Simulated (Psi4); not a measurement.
# GeSe (Germanium monoselenide) at B3LYP/6-31G(d) (spherical functions)

Aim: the energy change on altering one bond length of GeSe (Germanium monoselenide) at B3LYP/6-31G* (spherical functions), from 2 runs. 

The results are computed with Psi4 1.11.

1 further run of the same task is left out (it didn't finish).

**1. Starting point**

GeSe has 2 atoms, charge 0, and is taken as a singlet. SMILES: `[Ge-]#[Se+]`. Geometry: the measured bond length.

Bond lengths: Ge1–Se2 2.135 Å.

**2. Energy and forces at B3LYP/6-31G(d) (spherical functions)**

The input, input.dat:

```
memory 1600 mb

molecule geom {
  0 1
  Ge     0.000000     0.000000     0.000000
  Se     0.000000     0.000000     2.134629
  symmetry c1
}

set reference rks
set puream true
set e_convergence 1e-09
set d_convergence 1e-08
set scf_type pk
set dft_radial_points 99
set dft_spherical_points 590

e, wfn = gradient('b3lyp/6-31G*', return_wfn=True)
oeprop(wfn, 'LOWDIN_CHARGES', 'WIBERG_LOWDIN_INDICES', 'MAYER_INDICES', title='B3LYP')
```

Started as:

```sh
$ psi4 -i input.dat -o output.dat -n 1
```

output.dat:

```text
[...]
  Running in c1 symmetry.
[...]
  Nuclear repulsion =  269.716566770600423
[...]
  Multiplicity = 1
[...]
  Nalpha       = 33
  Nbeta        = 33
[...]
    Number of basis functions: 64
[...]
   @RKS iter   1: -4476.35498478257796   -4.27205e+00   5.12551e-02 DIIS/ADIIS
[...]
   @RKS iter  12: -4478.09669175470117   -6.36646e-12   1.34359e-09 DIIS
[...]
    Orbital Energies [Eh]
    ---------------------
    Doubly Occupied:
       1A   -453.853924     2A   -398.765862     3A    -58.083381
       4A    -52.137862     5A    -52.137862     6A    -52.137751
       7A    -49.842507     8A    -44.366751     9A    -44.366751
      10A    -44.364478    11A     -7.824919    12A     -6.269767
      13A     -5.765259    14A     -5.764049    15A     -5.764049
      16A     -4.441365    17A     -4.441365    18A     -4.435248
      19A     -2.098958    20A     -2.097728    21A     -2.097728
      22A     -2.096666    23A     -2.096666    24A     -1.244067
      25A     -1.244066    26A     -1.240439    27A     -1.239434
      28A     -1.239434    29A     -0.689908    30A     -0.460902
      31A     -0.275462    32A     -0.270157    33A     -0.270157
[...]
  @RKS Final Energy: -4478.09669175470117
   => Energetics <=
    Nuclear Repulsion Energy =            269.7165667706004228
    One-Electron Energy =               -6774.9357637718176193
    Two-Electron Energy =                2160.7819336883321739
    DFT Exchange-Correlation Energy =    -133.6594284418162601
    Empirical Dispersion Energy =           0.0000000000000000
    VV10 Nonlocal Energy =                  0.0000000000000000
    Total Energy =                      -4478.0966917547011690
[...]
 Multipole Moments:
 ------------------------------------------------------------------------------------
     Multipole            Electronic (a.u.)      Nuclear  (a.u.)        Total (a.u.)
 ------------------------------------------------------------------------------------
 L = 1.  Multiply by 2.5417464519 to convert [e a0] to [Debye]
 Dipole X            :          0.0000000            0.0000000            0.0000000
 Dipole Y            :         -0.0000000            0.0000000           -0.0000000
 Dipole Z            :          0.4877882           -1.1539755           -0.6661873
 Magnitude           :                                                    0.6661873
[...]
  -Total Gradient:
     Atom            X                  Y                   Z
    ------   -----------------  -----------------  -----------------
       1        0.000000000000     0.000000000000     0.016420474963
       2       -0.000000000000    -0.000000000000    -0.016423336779
[...]
```

Run time: 9.3 s. Hardware: 1 thread of AMD EPYC 7R43 (Zen 3), shared host; peak memory 0.39 GiB.

**3. The distorted shape: the energy at B3LYP/6-31G(d) (spherical functions)**

The input, run.py:

```python
import psi4

psi4.set_memory(1600000000)
psi4.set_num_threads(1)
psi4.set_output_file('output.dat', False)

molecule = psi4.geometry("""
0 1
Ge     0.00000000     0.00000000    -0.60503550
Se     0.00000000     0.00000000     4.03386419
units bohr
symmetry c1
""")

psi4.set_options({
    'basis': '6-31G*',
    'puream': True,
    'e_convergence': 1e-09,
    'd_convergence': 1e-08,
    'scf_type': 'pk',
    'dft_radial_points': 99,
    'dft_spherical_points': 590,
})

energy_value, wavefunction = psi4.energy('b3lyp', molecule=molecule, return_wfn=True)
psi4.oeprop(wavefunction, 'MULLIKEN_CHARGES', 'LOWDIN_CHARGES', 'WIBERG_LOWDIN_INDICES')
print('E =', round(energy_value, 9))
for k, v in sorted(psi4.core.scalar_variables().items()):
    print(f'{k:45s} {v:18.10f}')
```

Started as:

```sh
$ python run.py
```

output.dat, cut to the lines that bear on the results:

```text
[...]
  Running in c1 symmetry.
[...]
  Nuclear repulsion =  234.538376060466163
[...]
  Multiplicity = 1
[...]
  Nalpha       = 33
  Nbeta        = 33
[...]
    Number of basis functions: 64
[...]
   @RKS iter   1: -4476.33162148120118   -4.59818e+00   5.12061e-02 ADIIS/DIIS
[...]
   @RKS iter  14: -4478.07402817532238    2.72848e-12   3.97723e-09 DIIS
[...]
  @RKS Final Energy: -4478.07402817532238
   => Energetics <=
    Nuclear Repulsion Energy =            234.5383760604661632
    One-Electron Energy =               -6704.3090273367997725
    Two-Electron Energy =                2125.2839891137027735
    DFT Exchange-Correlation Energy =    -133.5873660126919731
    Empirical Dispersion Energy =           0.0000000000000000
    VV10 Nonlocal Energy =                  0.0000000000000000
    Total Energy =                      -4478.0740281753223826
[...]
 Multipole Moments:
 ------------------------------------------------------------------------------------
     Multipole            Electronic (a.u.)      Nuclear  (a.u.)        Total (a.u.)
 ------------------------------------------------------------------------------------
 L = 1.  Multiply by 2.5417464519 to convert [e a0] to [Debye]
 Dipole X            :          0.0000000            0.0000000            0.0000000
 Dipole Y            :          0.0000000            0.0000000            0.0000000
 Dipole Z            :          0.1622263           -1.3270592           -1.1648329
 Magnitude           :                                                    1.1648329
[...]
  Mulliken Charges: (a.u.)
   Center  Symbol    Alpha    Beta     Spin     Total
       1    GE    15.87081 15.87081  0.00000  0.25839
       2    SE    17.12919 17.12919  0.00000 -0.25839
   Total alpha = 33.00000, Total beta = 33.00000, Total charge =  0.00000
  Lowdin Charges: (a.u.)
   Center  Symbol    Alpha    Beta     Spin     Total
       1    GE    15.89176 15.89176  0.00000  0.21647
       2    SE    17.10824 17.10824  0.00000 -0.21647
  Total alpha = 33.00000, Total beta = 33.00000, Total charge =  0.00000
[...]
```

The script printed:

```text
E = -4478.074028175
CURRENT ENERGY                                  -4478.0740281753
CURRENT REFERENCE ENERGY                        -4478.0740281753
DD SOLVATION ENERGY                                 0.0000000000
DFT FUNCTIONAL TOTAL ENERGY                     -4478.0740281753
DFT TOTAL ENERGY                                -4478.0740281753
DFT VV10 ENERGY                                     0.0000000000
DFT XC ENERGY                                    -133.5873660127
GRID ELECTRONS ALPHA                               33.0000002187
GRID ELECTRONS BETA                                33.0000002187
GRID ELECTRONS TOTAL                               66.0000004374
NUCLEAR REPULSION ENERGY                          234.5383760605
ONE-ELECTRON ENERGY                             -6704.3090273368
PCM POLARIZATION ENERGY                             0.0000000000
PE ENERGY                                           0.0000000000
SCF ITERATION ENERGY                            -4478.0740281753
SCF ITERATIONS                                     14.0000000000
SCF TOTAL ENERGY                                -4478.0740281753
TWO-ELECTRON ENERGY                              2125.2839891137
XC GRID RADIAL POINTS                              99.0000000000
XC GRID SPHERICAL POINTS                          590.0000000000
XC GRID TOTAL POINTS                           107399.0000000000
```

Wall time 5.1 s (1 thread of AMD EPYC 7R43 (Zen 3), shared host); peak memory 0.39 GiB.

**4. Outcome**

At B3LYP/6-31G* (spherical functions):

```
                                                           quantity           value
                                          first shape: total energy  -4478.09669 Eh
                                         first shape: dipole moment          1.69 D
                                           first shape: HOMO energy        -7.35 eV
                                           first shape: LUMO energy        -2.63 eV
                                         first shape: HOMO–LUMO gap         4.72 eV
                              first shape: largest force on an atom      0.845 eV/Å
                                      distorted shape: total energy  -4478.07403 Eh
                                     distorted shape: dipole moment          2.96 D
                                       distorted shape: HOMO energy        -6.69 eV
                                       distorted shape: LUMO energy        -3.29 eV
                                     distorted shape: HOMO–LUMO gap         3.41 eV
energy change with the Ge1–Se2 bond stretched from 2.135 to 2.455 Å        0.617 eV
```

In words: With the Ge1–Se2 bond stretched from 2.135 to 2.455 Å the energy rises by 0.62 eV (59.5 kJ/mol). The first shape isn't relaxed at this level, so the change isn't measured from a minimum. The largest force (first shape) is 0.84 eV/Å: the shape isn't a stationary point for this species at this level.
